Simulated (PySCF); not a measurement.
# AlH8NSi2: a tour of settings

Aim: see how AlH8NSi2 (`[AlH2][N]([SiH3])[SiH3]`) answers to the choice of functional, basis, grid and SCF options, and what happens with inputs that are wrong on purpose.

Programs: PySCF 2.14.0, with density-fitted response routines of our own. Each step states its level of theory. These are calculated values for one molecule, in the gas phase or a continuum, unless marked as measured. Atoms are numbered from 0 throughout.

### Step 1. The starting structure

12 atoms, charge 0, multiplicity 1; geometry from: GFN2-xTB.

Bonds of the start (Å): Al0–N1 1.81, N1–Si2 1.75, N1–Si3 1.75, Al0–H4 1.54, Al0–H5 1.54, Si2–H6 1.46, Si2–H7 1.46, Si2–H8 1.47, Si3–H9 1.47, Si3–H10 1.47, Si3–H11 1.47.

### Step 2. Shielding tensors: PBE0/pcSseg-1

Job settings and geometry (Å):

```
{"job": {"kind": "nmr", "xc": "PBE0", "basis": "pcSseg-1"}, "charge": 0, "multiplicity": 1}
Al    -0.943777     1.485246     0.763926
N     -0.050891     0.086043     0.044433
Si    -0.931066    -1.269750    -0.617473
Si     1.695180     0.069644    -0.004992
H     -1.355732     2.699700    -0.096731
H     -1.324014     1.509164     2.261054
H     -0.627876    -1.423419    -2.042127
H     -0.575823    -2.499500     0.094343
H     -2.347225    -0.917122    -0.407459
H      2.088719     1.342188     0.624916
H      2.162754    -0.004867    -1.391471
H      2.210949    -1.078013     0.745554
```

With the program's defaults for keys left out, this is: GIAO PBE0/pcSseg-1 NMR shielding, non-relativistic, gas phase.

On the command line:

```bash
OMP_NUM_THREADS=1 python probes_run.py task.json out
```

This one command runs all jobs of the session in turn.

What it wrote:

```text
coarse grid: 10896 points
cycle   1  E = -880.4632851202  dE = -4.457e-02  |g| = 5.347e-01  |ddm| = 3.091e+00
cycle   2  E = -880.3501670031  dE =  1.131e-01  |g| = 8.688e-01  |ddm| = 1.177e+00
cycle   3  E = -880.5232726316  dE = -1.731e-01  |g| = 6.711e-02  |ddm| = 8.613e-01
cycle   4  E = -880.5244024359  dE = -1.130e-03  |g| = 1.278e-02  |ddm| = 9.361e-02
cycle   5  E = -880.5244304152  dE = -2.798e-05  |g| = 1.208e-03  |ddm| = 1.587e-02
cycle   6  E = -880.5244308787  dE = -4.635e-07  |g| = 4.074e-04  |ddm| = 2.326e-03
final grid: 89712 points
cycle   7  E = -880.5430449043  dE = -5.999e-06  |g| = 4.513e-03  |ddm| = 1.157e-02
cycle   8  E = -880.5430364573  dE =  8.447e-06  |g| = 7.677e-03  |ddm| = 9.740e-03
cycle   9  E = -880.5430492261  dE = -1.277e-05  |g| = 2.215e-04  |ddm| = 6.144e-03
cycle  10  E = -880.5430492316  dE = -5.445e-09  |g| = 3.385e-05  |ddm| = 1.847e-04
cycle  11  E = -880.5430492318  dE = -2.040e-10  |g| = 1.089e-05  |ddm| = 4.912e-05
converged SCF energy = -880.5430492318

GIAO shielding tensors (ppm)
atom      isotropic    diamagn.    paramagn.     s11        s22        s33       span
  0 Al     345.917     795.512    -449.596    260.305    372.855    404.591    144.286
  1 N      263.533     328.360     -64.828    255.536    265.254    269.809     14.273
  2 Si     412.743     879.554    -466.810    349.863    418.476    469.891    120.028
  3 Si     412.381     879.538    -467.157    350.052    416.820    470.272    120.220
  4 H       26.767      29.369      -2.602     23.627     24.688     31.985      8.358
  5 H       26.764      29.364      -2.600     23.627     24.684     31.981      8.354
  6 H       26.885      29.173      -2.288     23.397     24.957     32.302      8.906
  7 H       26.882      29.171      -2.289     23.392     24.950     32.303      8.910
  8 H       26.840      29.580      -2.740     23.059     25.469     31.991      8.932
  9 H       26.847      29.571      -2.724     23.066     25.468     32.007      8.941
 10 H       26.878      29.162      -2.283     23.396     24.951     32.288      8.892
 11 H       26.879      29.163      -2.285     23.395     24.956     32.286      8.891
```

Run time: 23 s. Hardware: 1 thread of AMD EPYC, shared host; peak memory 0.65 GiB.

Shifts follow as δ = σ(reference) − σ, with reference shieldings (ppm) from runs at the same level and on the same kind of geometry: 1H TMS 31.72, 29Si TMS 349.2, 15N NH3 267.7, 27Al AlH4- 490.0. The references are single molecules in the gas phase, so shifts against H2O, NH3, PH3, H3PO4 or CFCl3 are not on the usual liquid scales and can be off by tens of ppm. Shifts against hydride references such as AlH4− lie on their own scale. Atoms listed in one row are averaged.

| atoms | environment | σ (ppm) | δ (ppm) |
| --- | --- | --- | --- |
| H4, H5 | hydrogen on an aluminium bonded to N | 26.77 | 4.95 |
| H6, H7, H8, H9, H10, H11 | hydrogen on a silicon bonded to N | 26.87 | 4.85 |
| Al0 | aluminium bonded to N, 2 H | 345.9 | 144.1 |
| N1 | nitrogen bonded to Al, 2 Si | 263.5 | 4.2 |
| Si2, Si3 | silicon bonded to N, 3 H | 412.6 | -63.4 |

The run also stored atomic charges by several schemes (e):

| atoms | Mulliken | IAO | Hirshfeld | ESP fit |
| --- | --- | --- | --- | --- |
| Al0 | 0.92 | 0.86 | 0.53 | 1.04 |
| N1 | -1.15 | -1.08 | -0.41 | -0.75 |
| Si2, Si3 | 0.66 | 0.74 | 0.34 | 0.41 |

Mayer bond orders: Al0–N1 0.81, N1–Si2 0.91, N1–Si3 0.91.

### Step 3. Ultraviolet spectrum: PBE0/def2-SVPD

Same as in step 2 but for these lines:

```diff
@@ -1,2 +1,2 @@
-{"job": {"kind": "nmr", "xc": "PBE0", "basis": "pcSseg-1"}, "charge": 0, "multiplicity": 1}
+{"job": {"kind": "uv", "xc": "PBE0", "basis": "def2-SVPD", "nstates": 6, "ntriplets": 2}, "charge": 0, "multiplicity": 1}
 Al    -0.943777     1.485246     0.763926
```

Level: TDDFT PBE0/def2-SVPD, vertical, gas phase, core orbitals frozen in the response.

What it wrote:

```text
coarse grid: 10896 points
cycle   1  E = -880.1146162601  dE = -5.581e-02  |g| = 5.180e-01  |ddm| = 3.777e+00
cycle   2  E = -879.9985239895  dE =  1.161e-01  |g| = 8.561e-01  |ddm| = 1.577e+00
cycle   3  E = -880.1735793139  dE = -1.751e-01  |g| = 6.254e-02  |ddm| = 1.019e+00
cycle   4  E = -880.1747260949  dE = -1.147e-03  |g| = 1.018e-02  |ddm| = 1.550e-01
cycle   5  E = -880.1747638581  dE = -3.776e-05  |g| = 1.300e-03  |ddm| = 2.318e-02
cycle   6  E = -880.1747644836  dE = -6.254e-07  |g| = 3.033e-04  |ddm| = 3.577e-03
final grid: 89712 points
cycle   7  E = -880.2825436436  dE = -4.836e-06  |g| = 4.352e-03  |ddm| = 3.530e-02
cycle   8  E = -880.2825346738  dE =  8.970e-06  |g| = 7.634e-03  |ddm| = 1.245e-02
cycle   9  E = -880.2825479573  dE = -1.328e-05  |g| = 8.059e-05  |ddm| = 8.115e-03
cycle  10  E = -880.2825479596  dE = -2.261e-09  |g| = 3.414e-05  |ddm| = 2.292e-04
cycle  11  E = -880.2825479600  dE = -4.156e-10  |g| = 6.889e-06  |ddm| = 7.931e-05
converged SCF energy = -880.2825479600

Static polarisability (au): isotropic 86.199, principal 77.505 88.931 92.161

Singlet excitations
state   eV       nm        f      main configurations
  1   4.5543    272.2   0.00000   H->L 0.99
  2   5.4935    225.7   0.00754   H->L+1 0.98
  3   5.9078    209.9   0.00001   H-1->L 0.98
  4   6.5040    190.6   0.01404   H->L+2 0.56, H->L+3 0.42
  5   6.5197    190.2   0.00404   H-2->L 0.97
  6   6.8478    181.1   0.04117   H->L+3 0.56, H->L+2 0.42

Triplet excitations (Tamm-Dancoff, eV): 4.3657 5.1677
```

It took 22 s on 1 thread of AMD EPYC, shared host; peak memory 0.69 GiB.

The orbitals next to the gap, with their largest atomic shares:

| orbital | eV | atoms |
| --- | --- | --- |
| HOMO−3 | -9.56 | Si2 20 %, Si3 20 %, H8 18 % |
| HOMO−2 | -9.15 | N1 30 %, Al0 14 %, Si3 11 % |
| HOMO−1 | -8.74 | Al0 33 %, H5 22 %, H4 22 % |
| HOMO | -7.29 | N1 48 %, Al0 11 %, Si3 7 % |
| LUMO | -1.37 | Al0 53 %, H4 11 %, H5 11 % |
| LUMO+1 | -0.50 | Si2 19 %, Si3 19 %, Al0 14 % |
| LUMO+2 | 0.46 | Al0 34 %, Si2 17 %, Si3 16 % |

With each of the 6 states as a Gaussian band of 0.4 eV half-width at 1/e, the curve within the window shown has maxima at 225 nm (ε 310), 183 nm (ε 2,100) L/(mol cm). Beyond the last state computed it falls off for lack of states. The curve at chosen wavelengths:

(nm, ε (L/mol/cm)): (173, 1006), (179, 1896), (184, 2059), (190, 1549), (195, 961), (201, 439), (207, 212), (212, 194), (218, 259), (223, 302), (229, 291), (235, 221), (240, 150), (246, 80), (251, 42), (257, 17), (263, 6), (268, 3), (274, 1), (279, 0), (285, 0), (291, 0), (296, 0), (302, 0), (307, 0), (313, 0)

Ground-state properties from the same run:

| property | computed |
| --- | --- |
| dipole moment (D) | 0.42 |
| polarisability (Å³) | 12.77 |
| HOMO–LUMO gap (eV) | 5.93 |
| −ε(HOMO) (eV) | 7.29 |

### Step 4. J couplings: PBE0/6-31G* in chloroform

Same as in step 3 but for these lines:

```diff
@@ -1,2 +1,2 @@
-{"job": {"kind": "uv", "xc": "PBE0", "basis": "def2-SVPD", "nstates": 6, "ntriplets": 2}, "charge": 0, "multiplicity": 1}
+{"job": {"kind": "j", "xc": "PBE0", "basis": "6-31G*", "solvent": "chloroform", "scf": {"conv": 1e-08}}, "charge": 0, "multiplicity": 1}
 Al    -0.943777     1.485246     0.763926
```

With the program's defaults for keys left out, this is: PBE0/6-31G* indirect spin-spin coupling, non-relativistic, IEF-PCM chloroform.

What it wrote:

```text
final grid: 89712 points
cycle   1  E = -880.4613077761  dE = -4.195e-02  |g| = 5.112e-01  |ddm| = 2.887e+00
cycle   2  E = -880.3543500793  dE =  1.070e-01  |g| = 8.296e-01  |ddm| = 1.130e+00
cycle   3  E = -880.5193905155  dE = -1.650e-01  |g| = 4.715e-02  |ddm| = 7.975e-01
cycle   4  E = -880.5200293491  dE = -6.388e-04  |g| = 7.492e-03  |ddm| = 6.975e-02
cycle   5  E = -880.5200493419  dE = -1.999e-05  |g| = 1.348e-03  |ddm| = 1.386e-02
cycle   6  E = -880.5200499845  dE = -6.426e-07  |g| = 2.131e-04  |ddm| = 2.251e-03
cycle   7  E = -880.5200499989  dE = -1.444e-08  |g| = 4.064e-05  |ddm| = 3.333e-04
cycle   8  E = -880.5200499995  dE = -5.036e-10  |g| = 3.117e-06  |ddm| = 6.676e-05
converged SCF energy = -880.5200499995

Indirect spin-spin couplings (Hz)
  i      j    bonds     total        FC       PSO       DSO        SD
  0 Al   1 N    1    -27.691   -30.261     2.629    -0.062     0.003
  0 Al   2 Si   2     -2.119    -1.785    -0.568     0.021     0.213
  0 Al   3 Si   2     -2.167    -1.850    -0.554     0.022     0.215
  0 Al   4 H    1    244.537   245.776    -1.486     0.247         -
  0 Al   5 H    1    244.686   245.923    -1.484     0.247         -
  0 Al   6 H    3      2.017     2.206     0.100    -0.290         -
  0 Al   7 H    3      2.019     2.210     0.100    -0.291         -
  0 Al   8 H    3      0.995     0.970    -0.130     0.154         -
  0 Al   9 H    3      1.001     0.981    -0.128     0.148         -
  0 Al  10 H    3      2.004     2.195     0.099    -0.290         -
  0 Al  11 H    3      2.085     2.275     0.101    -0.291         -
  1 N    2 Si   1      9.229    10.816    -1.895     0.051     0.258
  1 N    3 Si   1      9.335    10.921    -1.893     0.051     0.257
  1 N    4 H    2     -7.071    -7.196     0.050     0.076    -0.001
  1 N    5 H    2     -7.100    -7.225     0.050     0.076    -0.001
  1 N    6 H    2     -2.635    -2.661    -0.040     0.057     0.009
  1 N    7 H    2     -2.663    -2.689    -0.040     0.057     0.009
  1 N    8 H    2     -4.618    -4.652     0.003     0.012     0.019
  1 N    9 H    2     -4.596    -4.631     0.003     0.013     0.019
  1 N   10 H    2     -2.660    -2.687    -0.039     0.057     0.009
  1 N   11 H    2     -2.671    -2.697    -0.039     0.056     0.009
  2 Si   3 Si   2     -2.690    -2.533    -0.067    -0.015    -0.074
  2 Si   4 H    3      0.252     0.101    -0.017     0.142     0.026
  2 Si   5 H    3      0.251     0.100    -0.016     0.141     0.026
  2 Si   6 H    1   -187.502  -187.802     1.065    -0.266    -0.498
  2 Si   7 H    1   -187.626  -187.927     1.065    -0.266    -0.498
  2 Si   8 H    1   -170.265  -170.477     0.874    -0.283    -0.380
  2 Si   9 H    3     -9.849   -10.038    -0.066     0.314    -0.059
  2 Si  10 H    3     -1.256    -1.378     0.062     0.036     0.024
  2 Si  11 H    3     -1.263    -1.385     0.063     0.036     0.024
  3 Si   4 H    3      0.254     0.104    -0.016     0.141     0.025
  3 Si   5 H    3      0.247     0.096    -0.017     0.144     0.025
  3 Si   6 H    3     -1.267    -1.389     0.062     0.036     0.024
  3 Si   7 H    3     -1.248    -1.370     0.062     0.036     0.024
  3 Si   8 H    3     -9.910   -10.099    -0.066     0.314    -0.059
  3 Si   9 H    1   -171.031  -171.245     0.881    -0.281    -0.385
  3 Si  10 H    1   -187.128  -187.428     1.062    -0.266    -0.496
  3 Si  11 H    1   -187.198  -187.499     1.063    -0.266    -0.496
  4 H    5 H    2     40.174    41.958     0.158    -1.941         -
  4 H    6 H    4     -0.603    -0.249     0.137    -0.491         -
  4 H    7 H    4     -1.050    -0.061     0.361    -1.351         -
  4 H    8 H    4     -0.235    -0.152    -0.036    -0.047         -
  4 H    9 H    4     -0.223    -0.148    -0.036    -0.039         -
  4 H   10 H    4     -0.592    -0.239     0.137    -0.491         -
  4 H   11 H    4     -1.024    -0.039     0.360    -1.345         -
  5 H    6 H    4     -1.069    -0.081     0.360    -1.348         -
  5 H    7 H    4     -0.597    -0.240     0.138    -0.494         -
  5 H    8 H    4     -0.217    -0.150    -0.041    -0.026         -
  5 H    9 H    4     -0.243    -0.152    -0.031    -0.060         -
  5 H   10 H    4     -0.996    -0.011     0.361    -1.346         -
  5 H   11 H    4     -0.607    -0.248     0.140    -0.499         -
  6 H    7 H    2     11.757    13.450     0.236    -1.930         -
  6 H    8 H    2      3.122     4.905     0.223    -2.006         -
  6 H    9 H    4     -1.266    -0.342     0.380    -1.304         -
  6 H   10 H    4      0.711     0.048    -0.269     0.932         -
  6 H   11 H    4     -0.307     0.139     0.152    -0.598         -
  7 H    8 H    2      3.164     4.956     0.225    -2.016         -
  7 H    9 H    4     -1.268    -0.343     0.380    -1.306         -
  7 H   10 H    4     -0.300     0.143     0.150    -0.594         -
  7 H   11 H    4      0.709     0.044    -0.270     0.935         -
  8 H    9 H    4      1.010     1.839     0.467    -1.297         -
  8 H   10 H    4     -1.268    -0.345     0.380    -1.304         -
  8 H   11 H    4     -1.270    -0.347     0.381    -1.304         -
  9 H   10 H    2      3.206     4.996     0.225    -2.014         -
  9 H   11 H    2      3.172     4.962     0.225    -2.016         -
 10 H   11 H    2     11.580    13.265     0.235    -1.919         -
```

Wall time 20 s (1 thread of AMD EPYC, shared host).

The basis is not made for couplings: without tight functions at the nuclei these values are rough.

A choice of the couplings up to four bonds, sorted by the number of bonds, with means over like pairs; isotopes 27Al, 1H, 15N, 29Si:

| pair | bonds | J (Hz) | Fermi contact (Hz) |
| --- | --- | --- | --- |
| Al0–H4 | 1 | 244.6 | 245.8 |
| Si2–H6 | 1 | -181.8 | -182.1 |
| Al0–N1 | 1 | -27.7 | -30.3 |
| N1–Si2 | 1 | 9.3 | 10.9 |
| H4–H5 | 2 | 40.2 | 42.0 |
| N1–H4 | 2 | -7.1 | -7.2 |
| H6–H7 | 2 | 6.0 | 7.8 |
| N1–H6 | 2 | -3.3 | -3.3 |
| Si2–Si3 | 2 | -2.7 | -2.5 |
| Al0–Si2 | 2 | -2.1 | -1.8 |
| Si2–H9 | 3 | -4.1 | -4.3 |
| Al0–H6 | 3 | 1.7 | 1.8 |

The spin-dipole term was solved for some atoms only; pairs without it lack that part.

The response was solved for the nuclei of H, N, Si alone, so couplings that need other nuclei can be missing.

Quadrupole couplings from the field gradients of the same density:

| atom | isotope | eQq/h (MHz) | η |
| --- | --- | --- | --- |
| Al0 | 27Al | 40.1 | 0.16 |
| N1 | 14N | -2.309 | 0.38 |

Shifts (PBE0/pcSseg-1, unscaled) and these couplings together give the proton spectrum at 600 MHz below. Couplings to quadrupolar nuclei are left out.

1H NMR δ 4.95 (br, 2H), 4.85 (s, 6H).

### Step 5. Shielding tensors: revPBE/cc-pCVDZ

Same as in step 4 but for these lines:

```diff
@@ -1,2 +1,2 @@
-{"job": {"kind": "j", "xc": "PBE0", "basis": "6-31G*", "solvent": "chloroform", "scf": {"conv": 1e-08}}, "charge": 0, "multiplicity": 1}
+{"job": {"kind": "nmr", "xc": "revPBE", "basis": "cc-pCVDZ", "pop": false, "scf": {"guess": "1e", "max_cycle": 64}}, "charge": 0, "multiplicity": 1}
 Al    -0.943777     1.485246     0.763926
```

Level: revPBE/cc-pCVDZ.

What it wrote:

```text
KeyError: 'Element h (Z=1) not found in basis cc-pCVDZ version 0'
```

It took 0.04 s on 1 thread of AMD EPYC, shared host.

Why it failed: The basis cc-pCVDZ has no functions for an element of the molecule, so the input was refused before any integral. Cure: choose a basis that covers all elements.

### Step 6. Shielding tensors: CAM-B3LYP/cc-pVDZ

Same as in step 5 but for these lines:

```diff
@@ -1,2 +1,2 @@
-{"job": {"kind": "nmr", "xc": "revPBE", "basis": "cc-pCVDZ", "pop": false, "scf": {"guess": "1e", "max_cycle": 64}}, "charge": 0, "multiplicity": 1}
+{"job": {"kind": "nmr", "xc": "CAM-B3LYP", "basis": "cc-pVDZ", "pop": true, "scf": {"conv": 1e-07}}, "charge": 0, "multiplicity": 1}
 Al    -0.943777     1.485246     0.763926
```

Level: GIAO CAM-B3LYP/cc-pVDZ NMR shielding, non-relativistic, gas phase.

What it wrote:

```text
final grid: 89712 points
cycle   1  E = -880.9076988074  dE =  1.353e-02  |g| = 5.367e-01  |ddm| = 5.650e+00
cycle   2  E = -880.8615042425  dE =  4.619e-02  |g| = 7.056e-01  |ddm| = 1.791e+00
cycle   3  E = -880.9739340889  dE = -1.124e-01  |g| = 4.749e-02  |ddm| = 9.325e-01
cycle   4  E = -880.9746127569  dE = -6.787e-04  |g| = 8.697e-03  |ddm| = 1.279e-01
cycle   5  E = -880.9746401566  dE = -2.740e-05  |g| = 1.170e-03  |ddm| = 3.678e-02
cycle   6  E = -880.9746407013  dE = -5.447e-07  |g| = 3.038e-04  |ddm| = 4.878e-03
cycle   7  E = -880.9746407427  dE = -4.140e-08  |g| = 4.575e-05  |ddm| = 1.031e-03
converged SCF energy = -880.9746407427

GIAO shielding tensors (ppm)
atom      isotropic    diamagn.    paramagn.     s11        s22        s33       span
  0 Al     407.223     797.891    -390.668    329.240    444.640    447.789    118.549
  1 N      267.026     303.164     -36.139    264.271    268.150    268.656      4.385
  2 Si     477.522     881.311    -403.790    426.313    478.296    527.956    101.643
  3 Si     477.299     881.300    -404.001    426.496    477.087    528.314    101.818
  4 H       26.683      29.859      -3.176     23.533     24.449     32.067      8.534
  5 H       26.679      29.852      -3.173     23.532     24.445     32.062      8.530
  6 H       27.170      30.099      -2.929     23.571     25.173     32.767      9.196
  7 H       27.166      30.097      -2.930     23.567     25.166     32.766      9.200
  8 H       27.022      30.264      -3.242     23.081     25.561     32.424      9.342
  9 H       27.031      30.262      -3.231     23.092     25.563     32.439      9.347
 10 H       27.163      30.089      -2.926     23.571     25.166     32.751      9.179
 11 H       27.164      30.089      -2.924     23.571     25.173     32.749      9.179
```

Wall time 22 s (1 thread of AMD EPYC, shared host); peak memory 0.6 GiB.

This run: σ Al0 407.2, N1 267.0, Si2 477.4, H4 26.68, H6 27.12 ppm (means over like atoms).

### Step 7. Run by run: NMR shifts

Shifts (ppm), means over like atoms, with basis size and wall time:

| run | H4 | H6 | N1 | Si2 | functions | time |
| --- | --- | --- | --- | --- | --- | --- |
| PBE0/pcSseg-1 | 4.95 | 4.85 | 4.2 | -63.4 | 129 | 23 s |
| CAM-B3LYP/cc-pVDZ | 5.11 | 4.67 | 9.8 | -58.8 | 108 | 22 s |

### Step 8. Results

| quantity | value |
| --- | --- |
| 1H shifts against TMS (PBE0/pcSseg-1, means over atoms taken as alike) | 4.95, 4.85 ppm |
| 27Al shifts against AlH4- (PBE0/pcSseg-1) | 144.1 ppm |
| 15N shifts against NH3 (PBE0/pcSseg-1) | 4.2 ppm |
| 29Si shifts against TMS (PBE0/pcSseg-1, means over atoms taken as alike) | -63.4 ppm |
| lowest singlet (PBE0/def2-SVPD) | 4.55 eV (272 nm), f = 0.000 |
| brightest single state of those computed | state 6, 6.85 eV, f = 0.041 |
| lowest triplet | 4.37 eV |
| largest coupling of the table (PBE0/6-31G*) | 1J(Al,H) Al0–H4, 244.6 Hz |
| range of the shift of N1 | 4.2 to 9.8 ppm |
| property runs in this session | 5, of which 1 failed and 0 gave unsound results |

What this shows: Single values in the summary come from the first run of each kind that ended normally (PBE0/pcSseg-1; PBE0/def2-SVPD; PBE0/6-31G*), which need not be the best level. At PBE0/pcSseg-1: The widest tensor belongs to Al0: span 144 ppm, with a paramagnetic part of -450 ppm. The first singlet state (HOMO→LUMO 0.99) lies at 4.55 eV and is dark; of the 6 states computed, the strongest absorption comes from state 6 at 6.85 eV (the last computed, so partners may be missing). The lowest triplet lies 0.19 eV below the lowest singlet (triplets in Tamm-Dancoff, singlets in full TDDFT). Of the pairs tabulated at PBE0/6-31G*, Al0–H4 (mean over like pairs) couples most strongly (244.6 Hz; Fermi contact 245.8 Hz). Among the atoms with a shift in every run: In ppm, N1 moves most: its shift spreads over 5.6 ppm, from 4.2 (PBE0/pcSseg-1) to 9.8 (CAM-B3LYP/cc-pVDZ). Couplings from bases without tight functions are rough.
